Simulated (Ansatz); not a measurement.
**GeH3Cl (chlorogermane) at HF/STO-3G**

What is the electronic atomisation energy of GeH3Cl (chlorogermane) at HF/STO-3G? 

The calculation is run with Ansatz 0.2.0.

46 further runs of the same task are left out: 6 that didn't finish, 40 set aside as unsound or not needed.

**1. The system as given**

GeH3Cl: 5 atoms, total charge 0, spin state singlet. As SMILES, `[Cl][GeH3]`. The coordinates come from a PBE0-D4/def2-TZVP relaxation.

Bond lengths: Cl1–Ge2 2.155 Å, Ge2–H3 1.532 Å, Ge2–H4 1.532 Å, Ge2–H5 1.532 Å. Angles: Cl1–Ge2–H3 107.1°, Cl1–Ge2–H4 107.1°, Cl1–Ge2–H5 107.1°, H3–Ge2–H4 111.7°, H3–Ge2–H5 111.7°, H4–Ge2–H5 111.7°.

**2. The energy at HF/STO-3G**

The input, input.yaml:

```yaml
crystal:
  periodic: [false, false, false]
  atoms:
    - {symbol: Cl, position_ang: [-1.875800, -0.025100, 0.641300]}
    - {symbol: Ge, position_ang: [0.161800, -0.013900, -0.060600]}
    - {symbol: H, position_ang: [0.160400, 0.656200, -1.438100]}
    - {symbol: H, position_ang: [0.619000, -1.473700, -0.140600]}
    - {symbol: H, position_ang: [0.984500, 0.782900, 0.956700]}
basis:
  gaussian: {orbitals: STO-3G}
hamiltonian: {xc: hf}
accuracy: high
output: {orbitals: {seedname: orbitals}}
```

On the command line:

```bash
ansatz run input.yaml --threads 1 --pin off --max-ram 3480MiB --events-out events.jsonl --progress --plain --runs-dir runs
```

The log of the run:

```text
Warning: RAYON_NUM_THREADS=1 ignored (pool sized by the plan → 1); use --threads N
Functional definition: HF
  name "HF"
  exchange = exact_x
  correlation = 0
454 factors; integrals over basis functions are off by at most 1.6e-8 eV
mean field evaluation 1: about -68249.1230 eV, gradient 1.0e1 eV
mean field evaluation 2: about -68249.1418 eV, gradient 1.0e1 eV
mean field evaluation 4: about -68249.8602 eV, gradient 5.6e-1 eV
mean field evaluation 8: about -68249.8624 eV, gradient 7.1e-7 eV
mean field -68249.86241631 eV, -2508.1361823811 hartree, gradient 2.5e-8 eV, S^2 0.000000; 0 other end points of the search recorded, 0 dependent functions left out
reference -68249.86241631 eV, -2508.1361823811 hartree; 26, 26 occupied and 4, 4 virtual orbitals, 454 factors
Total energy: -68249.86241631 eV, -2508.1361823811 hartree
```

Run time: 0.25 s. Hardware: 1 thread of Arm Neoverse V1, shared host.

**3. The Cl atom, same level**

The input, input.yaml:

```yaml
crystal:
  periodic: [false, false, false]
  atoms:
    - {symbol: Cl, position_ang: [0.000000, 0.000000, 0.000000]}
basis:
  gaussian:
    orbitals: STO-3G
magnetization:
  spin_polarized: true
  initial_magnetization: 1
hamiltonian:
  xc: hf
accuracy: high
```

On the command line:

```bash
ansatz run input.yaml --threads 1 --pin off --max-ram 3480MiB --events-out events.jsonl --progress --plain --runs-dir runs
```

The log of the run:

```text
Warning: RAYON_NUM_THREADS=1 ignored (pool sized by the plan → 1); use --threads N
[... 4 set-up lines as earlier in the session ...]
42 factors; integrals over basis functions are off by at most 4.6e-9 eV
mean field evaluation 1: about -12368.7208 eV, gradient 7.8e-1 eV
mean field evaluation 2: about -12368.7224 eV, gradient 7.8e-1 eV
mean field evaluation 4: about -12368.7232 eV, gradient 3.4e-6 eV
mean field evaluation 8: about -12368.7232 eV, gradient 9.1e-2 eV
mean field evaluation 16: about -12368.7232 eV, gradient 7.6e-14 eV
mean field -12368.72316544 eV, -454.5421925083 hartree, gradient 1.9e-13 eV, S^2 0.750000; 3 other end points of the search recorded, 0 dependent functions left out
reference -12368.72316544 eV, -454.5421925083 hartree; 9, 8 occupied and 0, 1 virtual orbitals, 42 factors
Total energy: -12368.72316544 eV, -454.5421925083 hartree
```

Run time: 0.04 s. Hardware: 1 thread of Arm Neoverse V1, shared host.

**4. The Ge atom, same level**

The input, run.yaml:

```yaml
crystal:
  periodic: [false, false, false]
  atoms:
    - {symbol: Ge, position_ang: [0.000000, 0.000000, 0.000000]}
basis:
  gaussian: {orbitals: STO-3G}
magnetization: {spin_polarized: true, initial_magnetization: 2}
hamiltonian: {xc: hf}
accuracy: high
```

Run the same way, it converges to -2051.63626 Eh (log not shown).

**5. The H atom**

The input, run.yaml:

```yaml
basis:
  gaussian:
    orbitals: STO-3G
crystal:
  periodic: [false, false, false]
  atoms:
    - {symbol: H, position_ang: [0.000000, 0.000000, 0.000000]}
magnetization:
  spin_polarized: true
  initial_magnetization: 1
accuracy: high
hamiltonian:
  xc: hf
```

Run the same way, it converges to -0.46658 Eh (log not shown).

**6. Results**

At HF/STO-3G:

```
                     quantity           value
       molecule: total energy  -2508.13618 Eh
        molecule: HOMO energy        -9.98 eV
        molecule: LUMO energy         8.64 eV
      molecule: HOMO–LUMO gap        18.63 eV
        Cl atom: total energy   -454.54219 Eh
                Cl atom: ⟨S²⟩           0.750
        Ge atom: total energy  -2051.63626 Eh
                Ge atom: ⟨S²⟩           2.000
         H atom: total energy     -0.46658 Eh
                 H atom: ⟨S²⟩           0.750
electronic atomisation energy       15.184 eV
```

In words: Taking the molecule apart into free atoms costs 15.18 eV (1465 kJ/mol), before zero-point energy and without spin-orbit coupling. Hartree–Fock lacks the correlation of the bonding pairs, which as a rule makes this value much too low; in minimal bases other errors can mask that. In a minimal basis such a difference can be off by several eV, whatever the method.
